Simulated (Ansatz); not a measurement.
# Li3Au: the cost of one run

Computed with Ansatz 0.2.0 (DFT PBEsol, scalar-relativistic, unless a step's input says otherwise).

### Step 1. Starting point

The structure is cubic, space group Fm-3m (No. 225). The conventional cell has a = 6.302 Å, b = 6.302 Å, c = 6.302 Å, α = 90.00°, β = 90.00°, γ = 90.00°. Li (site symmetry -43m) is surrounded by 4 Li at 2.73 Å and 4 Au at 2.73 Å. Li (site symmetry m-3m) is surrounded by 8 Li at 2.73 Å. Au (site symmetry m-3m) is surrounded by 8 Li at 2.73 Å.

Structure file:

```
Li Au
1.0
     0.00000    3.15100    3.15100
     3.15100    0.00000    3.15100
     3.15100    3.15100    0.00000
Li Au
3 1
Direct
  0.25000 0.25000 0.25000
  0.75000 0.75000 0.75000
  0.50000 0.50000 0.50000
  0.00000 0.00000 0.00000
```

Atoms are numbered in the order of the input: Li1, Li2, Li3, Au4.

### Step 2. The deformed structure

Space group Fm-3m before, I4/mmm after.

### Step 3. All-electron LAPW

Contents of input.yaml:

```yaml
crystal:
  lattice:
    - [0.0, 3.21402, 3.151]
    - [3.21402, 0.0, 3.151]
    - [3.21402, 3.21402, 0.0]
  atoms:
    - { symbol: Li, position: [0.25, 0.25, 0.25] }
    - { symbol: Li, position: [0.75, 0.75, 0.75] }
    - { symbol: Li, position: [0.5, 0.5, 0.5] }
    - { symbol: Au, position: [0.0, 0.0, 0.0] }
kpoints:
  mp_grid: { grid: [10, 10, 10] }
  band_path:
    path:
      - [0.0, 0.0, 0.0]
      - [0.0, 0.5, 0.5]
      - [0.25, 0.75, 0.5]
      - [0.0, 0.5, 0.0]
      - [0.0, 0.0, 0.0]
      - [0.5, 0.5, 0.0]
      - [0.38005, 0.61995, 0.0]
      - [-0.38005, 0.38005, 0.0]
      - [0.0, 0.0, 0.0]
    npoints: 5
scf:
  occupations: { method: fermi_dirac, width: 0.03 }
hamiltonian:
  xc: pbesol
  pseudopotentials: { kind: all_electron, lapw: { basis_error: 0.001 } }
output:
  forces: true
  stress: true
  eigenvalues: true
```

Run with:

```
> ansatz run input.yaml --threads 1 --pin off --max-ram 4096MiB --backend cpu --events-out ev --progress --plain --runs-dir out
```

Q: Estimate wall time and peak memory on 1 thread of Arm Neoverse V1, shared host.

About 30 s, with a peak of 0.48 GiB.
